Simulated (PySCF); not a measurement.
**A gas-phase reaction: FH5OSi2 + BrH → BrFH4Si2 + H2O**

What reaction energy should one expect for `O[SiH](F)[SiH3]` + `Br` → `F[SiH]([SiH3])Br` + `O`?

Computed with PySCF 2.14.0; each step states its level. No surroundings beyond the atoms listed, unless a continuum is named. Atoms count from 0, parts from 1.

### Step 1. Starting point

Each species was relaxed by itself at PBE0-D3(BJ)/def2-SVPD.

### Step 2. Reaction energy: wB97M-D3(BJ)/def2-TZVPD

What the job is given:

```
{"job": {"kind": "react", "xc": "wB97M-D3(BJ)", "basis": "def2-TZVPD"}, "charge": 0, "multiplicity": 1}
-1 FH5OSi2 charge 0 multiplicity 1
O      0.123260     0.600660    -1.821920
Si     0.481340     0.696830    -0.200220
F     -0.092440     2.111310     0.407660
Si    -0.621370    -1.085590     0.838330
H      0.581660     1.179820    -2.435960
H      1.956610     0.770530     0.010590
H     -2.079730    -1.029440     0.528820
H     -0.417580    -1.003130     2.315410
H     -0.048730    -2.369690     0.334980

-1 BrH charge 0 multiplicity 1
Br     0.714990    -0.002150    -0.005700
H     -0.708690     0.005500     0.005400

+1 BrFH4Si2 charge 0 multiplicity 1
F     -0.650680    -2.011670     0.984160
Si     0.489780    -1.055540     0.297990
Si    -0.388720     1.087810    -0.042520
Br     1.009530    -1.936010    -1.679420
H      1.699830    -1.155180     1.157080
H     -0.945280     1.617610     1.237160
H      0.720180     1.968520    -0.514290
H     -1.457190     1.007070    -1.078770

+1 H2O charge 0 multiplicity 1
O     -0.002880     0.389230    -0.011100
H     -0.761420    -0.200260     0.005790
H      0.764330    -0.188940     0.005300
```

With the program's defaults for keys left out, this is: wB97M-D3(BJ)/def2-TZVPD reaction energy of separated species, gas phase.

On the command line:

```console
$ OMP_NUM_THREADS=1 python cluster_run.py task.json out
```

One launch serves the whole session: the jobs run in the order shown.

Standard output:

```text
species 1 (FH5OSi2)
coarse grid: 35664 points
cycle   1  E = -757.2434644955  dE =  3.365e-02  |g| = 8.303e-01  |ddm| = 2.186e+00
cycle   2  E = -757.2218756600  dE =  2.159e-02  |g| = 9.856e-01  |ddm| = 9.104e-01
cycle   3  E = -757.3701650554  dE = -1.483e-01  |g| = 3.839e-02  |ddm| = 4.518e-01
cycle   4  E = -757.3706100381  dE = -4.450e-04  |g| = 1.226e-02  |ddm| = 6.145e-02
cycle   5  E = -757.3706590166  dE = -4.898e-05  |g| = 2.431e-03  |ddm| = 1.855e-02
cycle   6  E = -757.3706615969  dE = -2.580e-06  |g| = 7.525e-04  |ddm| = 4.561e-03
final grid: 73528 points
cycle   7  E = -757.3705999079  dE = -3.037e-07  |g| = 5.620e-04  |ddm| = 2.872e-03
cycle   8  E = -757.3705999216  dE = -1.371e-08  |g| = 6.177e-04  |ddm| = 7.295e-04
cycle   9  E = -757.3705999815  dE = -5.986e-08  |g| = 5.474e-05  |ddm| = 2.807e-04
cycle  10  E = -757.3705999837  dE = -2.220e-09  |g| = 2.326e-05  |ddm| = 1.110e-04
cycle  11  E = -757.3705999840  dE = -3.250e-10  |g| = 7.486e-06  |ddm| = 5.181e-05
converged SCF energy = -757.3705999840

species 2 (BrH)
coarse grid: 9808 points
cycle   1  E = -2574.7444819028  dE = -1.115e+00  |g| = 2.814e-01  |ddm| = 9.887e-01
cycle   2  E = -2574.7574488791  dE = -1.297e-02  |g| = 1.487e-01  |ddm| = 2.655e-01
cycle   3  E = -2574.7608846500  dE = -3.436e-03  |g| = 8.656e-03  |ddm| = 8.708e-02
cycle   4  E = -2574.7609220146  dE = -3.736e-05  |g| = 2.523e-03  |ddm| = 1.268e-02
cycle   5  E = -2574.7609264449  dE = -4.430e-06  |g| = 6.498e-04  |ddm| = 4.934e-03
final grid: 18448 points
cycle   6  E = -2574.7609111266  dE = -1.922e-07  |g| = 3.885e-04  |ddm| = 9.239e-04
cycle   7  E = -2574.7609111542  dE = -2.764e-08  |g| = 2.730e-04  |ddm| = 3.937e-04
cycle   8  E = -2574.7609111613  dE = -7.059e-09  |g| = 3.378e-05  |ddm| = 1.359e-04
cycle   9  E = -2574.7609111623  dE = -1.030e-09  |g| = 1.120e-05  |ddm| = 6.292e-05
cycle  10  E = -2574.7609111624  dE = -6.548e-11  |g| = 1.703e-06  |ddm| = 1.292e-05
converged SCF energy = -2574.7609111624

species 3 (BrFH4Si2)
coarse grid: 35344 points
cycle   1  E = -3255.5731892390  dE = -1.017e+00  |g| = 6.356e-01  |ddm| = 2.198e+00
cycle   2  E = -3255.5708333883  dE =  2.356e-03  |g| = 7.425e-01  |ddm| = 7.581e-01
cycle   3  E = -3255.6515531133  dE = -8.072e-02  |g| = 6.852e-02  |ddm| = 3.618e-01
cycle   4  E = -3255.6523704044  dE = -8.173e-04  |g| = 1.748e-02  |ddm| = 6.726e-02
cycle   5  E = -3255.6524742190  dE = -1.038e-04  |g| = 5.521e-03  |ddm| = 2.429e-02
cycle   6  E = -3255.6524824471  dE = -8.228e-06  |g| = 1.477e-03  |ddm| = 7.563e-03
final grid: 70024 points
cycle   7  E = -3255.6525173419  dE = -7.993e-07  |g| = 1.141e-03  |ddm| = 3.386e-03
cycle   8  E = -3255.6525174665  dE = -1.245e-07  |g| = 1.052e-03  |ddm| = 1.543e-03
cycle   9  E = -3255.6525176176  dE = -1.511e-07  |g| = 1.285e-04  |ddm| = 5.970e-04
cycle  10  E = -3255.6525176247  dE = -7.155e-09  |g| = 7.615e-05  |ddm| = 1.674e-04
cycle  11  E = -3255.6525176275  dE = -2.830e-09  |g| = 9.330e-06  |ddm| = 1.519e-04
cycle  12  E = -3255.6525176276  dE = -4.002e-11  |g| = 2.876e-06  |ddm| = 1.447e-05
converged SCF energy = -3255.6525176276

species 4 (H2O)
coarse grid: 10128 points
cycle   1  E = -76.4117501208  dE = -7.453e-02  |g| = 5.872e-01  |ddm| = 8.994e-01
cycle   2  E = -76.4087431572  dE =  3.007e-03  |g| = 6.461e-01  |ddm| = 5.038e-01
cycle   3  E = -76.4759337247  dE = -6.719e-02  |g| = 2.731e-02  |ddm| = 2.374e-01
cycle   4  E = -76.4760589276  dE = -1.252e-04  |g| = 5.497e-03  |ddm| = 1.609e-02
cycle   5  E = -76.4760676044  dE = -8.677e-06  |g| = 8.214e-04  |ddm| = 5.831e-03
final grid: 21952 points
cycle   6  E = -76.4760630317  dE = -1.976e-07  |g| = 5.843e-04  |ddm| = 1.373e-03
cycle   7  E = -76.4760630385  dE = -6.845e-09  |g| = 6.466e-04  |ddm| = 6.469e-04
cycle   8  E = -76.4760631021  dE = -6.364e-08  |g| = 3.199e-05  |ddm| = 2.236e-04
cycle   9  E = -76.4760631030  dE = -8.235e-10  |g| = 4.134e-06  |ddm| = 1.105e-04
converged SCF energy = -76.4760631030

Reaction energy = 1.561 kcal/mol
```

Run time: 69 s. Hardware: 1 thread of Arm Neoverse N1, shared host; peak memory 0.78 GiB.

Species by species (with the dispersion term, which the log's SCF energies lack):

| ν | species | energy (Eh) | HOMO (eV) |
| --- | --- | --- | --- |
| -1 | O[SiH](F)[SiH3] | -757.37843 | -10.58 |
| -1 | Br | -2574.76148 | -11.15 |
| +1 | F[SiH]([SiH3])Br | -3255.66060 | -10.40 |
| +1 | O | -76.47682 | -11.72 |

### Step 3. Reaction energy: PBE0-D3(BJ)/def2-TZVPD

The job, as its differences from that of step 2:

```diff
@@ -1,2 +1,2 @@
-{"job": {"kind": "react", "xc": "wB97M-D3(BJ)", "basis": "def2-TZVPD"}, "charge": 0, "multiplicity": 1}
+{"job": {"kind": "react", "xc": "PBE0", "basis": "def2-TZVPD", "disp": "d3bj"}, "charge": 0, "multiplicity": 1}
 -1 FH5OSi2 charge 0 multiplicity 1
```

Method: PBE0-D3(BJ)/def2-TZVPD reaction energy of separated species, gas phase.

Standard output:

```text
species 1 (FH5OSi2)
coarse grid: 8520 points
cycle   1  E = -756.7133407082  dE =  9.244e-02  |g| = 8.630e-01  |ddm| = 2.220e+00
cycle   2  E = -756.4837650632  dE =  2.296e-01  |g| = 1.439e+00  |ddm| = 1.148e+00
cycle   3  E = -756.8380689036  dE = -3.543e-01  |g| = 5.616e-02  |ddm| = 7.423e-01
cycle   4  E = -756.8385214469  dE = -4.525e-04  |g| = 3.750e-02  |ddm| = 5.510e-02
cycle   5  E = -756.8387274990  dE = -2.061e-04  |g| = 1.148e-02  |ddm| = 2.177e-02
cycle   6  E = -756.8387473624  dE = -1.986e-05  |g| = 1.030e-03  |ddm| = 6.296e-03
cycle   7  E = -756.8387475951  dE = -2.328e-07  |g| = 2.559e-04  |ddm| = 1.219e-03
final grid: 73528 points
cycle   8  E = -756.8401978332  dE = -2.635e-05  |g| = 3.951e-03  |ddm| = 2.623e-02
cycle   9  E = -756.8401940505  dE =  3.783e-06  |g| = 6.101e-03  |ddm| = 4.805e-03
cycle  10  E = -756.8402001749  dE = -6.124e-06  |g| = 3.491e-04  |ddm| = 2.970e-03
cycle  11  E = -756.8402001938  dE = -1.897e-08  |g| = 7.311e-05  |ddm| = 2.606e-04
cycle  12  E = -756.8402001947  dE = -8.758e-10  |g| = 3.181e-05  |ddm| = 7.383e-05
cycle  13  E = -756.8402001949  dE = -1.571e-10  |g| = 8.622e-06  |ddm| = 1.788e-05
converged SCF energy = -756.8402001949

species 2 (BrH)
coarse grid: 9808 points
cycle   1  E = -2574.4494537083  dE = -1.081e+00  |g| = 2.724e-01  |ddm| = 1.042e+00
cycle   2  E = -2574.4540919511  dE = -4.638e-03  |g| = 1.699e-01  |ddm| = 2.601e-01
cycle   3  E = -2574.4588662223  dE = -4.774e-03  |g| = 3.007e-02  |ddm| = 1.194e-01
cycle   4  E = -2574.4590976966  dE = -2.315e-04  |g| = 4.156e-03  |ddm| = 2.212e-02
cycle   5  E = -2574.4591016990  dE = -4.002e-06  |g| = 1.311e-03  |ddm| = 4.270e-03
final grid: 18448 points
cycle   6  E = -2574.4591028175  dE = -7.033e-08  |g| = 1.375e-03  |ddm| = 2.024e-03
cycle   7  E = -2574.4591028318  dE = -1.434e-08  |g| = 1.399e-03  |ddm| = 1.791e-03
cycle   8  E = -2574.4591030527  dE = -2.209e-07  |g| = 5.149e-05  |ddm| = 8.398e-04
cycle   9  E = -2574.4591030534  dE = -6.739e-10  |g| = 1.026e-05  |ddm| = 4.413e-05
converged SCF energy = -2574.4591030534

species 3 (BrFH4Si2)
coarse grid: 35344 points
cycle   1  E = -3254.8618037695  dE = -9.976e-01  |g| = 6.112e-01  |ddm| = 2.220e+00
cycle   2  E = -3254.7631915047  dE =  9.861e-02  |g| = 9.995e-01  |ddm| = 8.137e-01
cycle   3  E = -3254.9173818152  dE = -1.542e-01  |g| = 9.464e-02  |ddm| = 5.176e-01
cycle   4  E = -3254.9184293897  dE = -1.048e-03  |g| = 1.767e-02  |ddm| = 6.522e-02
cycle   5  E = -3254.9184837935  dE = -5.440e-05  |g| = 1.075e-02  |ddm| = 2.378e-02
cycle   6  E = -3254.9185145802  dE = -3.079e-05  |g| = 1.223e-03  |ddm| = 1.004e-02
cycle   7  E = -3254.9185148629  dE = -2.828e-07  |g| = 2.997e-04  |ddm| = 1.347e-03
final grid: 70024 points
cycle   8  E = -3254.9185506941  dE = -8.866e-08  |g| = 2.983e-04  |ddm| = 1.809e-03
cycle   9  E = -3254.9185506964  dE = -2.307e-09  |g| = 2.931e-04  |ddm| = 4.467e-04
cycle  10  E = -3254.9185507088  dE = -1.242e-08  |g| = 9.503e-06  |ddm| = 2.031e-04
cycle  11  E = -3254.9185507088  dE = -2.365e-11  |g| = 5.951e-06  |ddm| = 1.326e-05
converged SCF energy = -3254.9185507088

species 4 (H2O)
coarse grid: 2328 points
cycle   1  E = -76.3044319401  dE = -5.297e-03  |g| = 6.571e-01  |ddm| = 9.011e-01
cycle   2  E = -76.1882118002  dE =  1.162e-01  |g| = 1.036e+00  |ddm| = 7.256e-01
cycle   3  E = -76.3820326183  dE = -1.938e-01  |g| = 3.132e-02  |ddm| = 4.396e-01
cycle   4  E = -76.3822149208  dE = -1.823e-04  |g| = 5.864e-03  |ddm| = 1.606e-02
cycle   5  E = -76.3822200598  dE = -5.139e-06  |g| = 7.850e-04  |ddm| = 2.507e-03
final grid: 21952 points
cycle   6  E = -76.3808944714  dE = -1.509e-05  |g| = 3.444e-03  |ddm| = 9.306e-03
cycle   7  E = -76.3808925115  dE =  1.960e-06  |g| = 4.746e-03  |ddm| = 3.316e-03
cycle   8  E = -76.3808962172  dE = -3.706e-06  |g| = 2.519e-04  |ddm| = 1.962e-03
cycle   9  E = -76.3808962278  dE = -1.062e-08  |g| = 2.398e-05  |ddm| = 1.101e-04
cycle  10  E = -76.3808962279  dE = -1.116e-10  |g| = 3.290e-06  |ddm| = 1.514e-05
converged SCF energy = -76.3808962279

Reaction energy = -0.781 kcal/mol
```

Run time: 36 s. Hardware: 1 thread of Arm Neoverse N1, shared host; peak memory 0.7 GiB.

Reaction energy at this level: -0.78 kcal/mol.

### Step 4. Comparing the runs

Energies in kcal/mol, with wall time:

| run | reaction | time |
| --- | --- | --- |
| wB97M-D3(BJ)/def2-TZVPD | 1.56 | 69 s |
| PBE0-D3(BJ)/def2-TZVPD | -0.78 | 36 s |

### Step 5. Summary of results

| quantity | value |
| --- | --- |
| reaction energy (wB97M-D3(BJ)/def2-TZVPD) | 1.56 kcal/mol |
| ΔH, ΔG at 298 K (xTB thermal terms) | +3.6, +3.1 kcal/mol |
| range of the reaction energy over the runs of this table | -0.78 to 1.56 kcal/mol |

The reaction is endothermic by 3.6 kcal/mol in the gas phase; dispersion gives -0.28, and xTB itself gave 9.68 for the electronic energy (xTB energies and thermal terms come from the earlier relaxation of each species, not shown). No barrier was sought. The reaction energy runs from -0.78 (PBE0-D3(BJ)/def2-TZVPD) to 1.56 kcal/mol (wB97M-D3(BJ)/def2-TZVPD). The runs differ in sign, so the sign is not settled.
